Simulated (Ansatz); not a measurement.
# InAg2: the cost of one run

Computed with Ansatz 0.2.0 (DFT PBE, scalar-relativistic, plane waves, PAW, unless a step's input says otherwise).

## 1. The structure to begin with

It takes space group P-3m1 (No. 164, trigonal). Conventional cell: a = 2.992 Å, b = 2.992 Å, c = 7.870 Å, α = 90.00°, β = 90.00°, γ = 120.00°. In (site symmetry -3m) has 6 In at 2.99 Å and 6 Ag at 3.12 Å in its first shell of neighbours. Ag (site symmetry 3m) is surrounded by 9 Ag at 2.99 to 3.17 Å and 3 In at 3.12 Å.

As a file:

```xyz
3
Lattice="2.9917 0.0000 0.0000 -1.4958 2.5909 0.0000 0.0000 0.0000 7.8703" Properties=species:S:1:pos:R:3 pbc="T T T"
In    0.0000    0.0000    0.0000
Ag    0.0000    1.7273    2.6040
Ag    1.4958    0.8636    5.2664
```

Recipe of the guess: close-packed layers stacked ABC|A (P-3m1, No. 164). The dimensions are guesses.

## 2. The guess as it stands, on a coarse mesh

input.yaml reads:

```yaml
crystal:
  lattice:
    - [2.99169927, 0.0, 0.0]
    - [-1.49584964, 2.59088757, 0.0]
    - [0.0, 0.0, 7.87033138]
  atoms:
    - { symbol: In, position: [0.0, 0.0, 0.0] }
    - { symbol: Ag, position: [0.33333333, 0.66666667, 0.33086025] }
    - { symbol: Ag, position: [0.66666667, 0.33333333, 0.66913975] }
basis:
  ecutwfc: 420
kpoints:
  mp_grid: { grid: [6, 6, 2] }
hamiltonian:
  xc: pbe
scf:
  occupations: { method: gaussian, width: 0.1 }
  lower_state_search: "off"
output:
  forces: true
  stress: true
  eigenvalues: true
```

On the command line:

```sh
> ansatz run input.yaml --threads 1 --pin off --max-ram 2560MiB --backend cpu --events-out ev --progress --plain --runs-dir out
```

Q: Estimate wall time and peak memory on 1 thread of Intel Xeon at 2.50GHz (Skylake/Cascade Lake), shared host.

About 3.6 s, with a peak of 0.34 GiB.
